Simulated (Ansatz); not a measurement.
BeCr3:

```xyz
4
Lattice="3.5112 0.0000 0.0000 0.0000 3.5112 0.0000 0.0000 0.0000 3.5112" Properties=species:S:1:pos:R:3 pbc="T T T"
Cr    1.7556    1.7556    0.0000
Cr    1.7556    0.0000    1.7556
Cr    0.0000    1.7556    1.7556
Be    0.0000    0.0000    0.0000
```

The cell comes from a database or a generator and needn't be the stable form of this composition.

Base run:

```yaml
Program: Ansatz 0.2.0
Functional: PBE
Potentials_or_basis: Ansatz PAW
Cutoff: "420 eV (not typed: the program's choice for these potentials)"
k_mesh: 6 × 6 × 6
Occupations: fermi-dirac, width 0.05 eV
Spin: collinear spin, ferromagnetic start
Starting_moments: "[6.0, 6.0, 6.0, 0.0] μB"
Fixed_moment: 18 μB
```

Its results: pressure 148.0 GPa; site moments Cr +4.44; Be +1.07 μB.

The run is repeated on the same cell with these changes: fixed moment from 18 μB to 4.5 μB; moments at the start from [6.0, 6.0, 6.0, 0.0] to [1.5, 1.5, 1.5, 0.0]. What comes out?

Pressure 11.5 GPa; site moments Cr +1.36; Be -0.01 μB.

Caveats: the total moment is fixed, so each spin has its own Fermi level; the thresholds are loose for stress; a pressure of tens of GPa on the cell as given is suspect, and the run, the potentials or the cell itself is likely at fault (some runs).
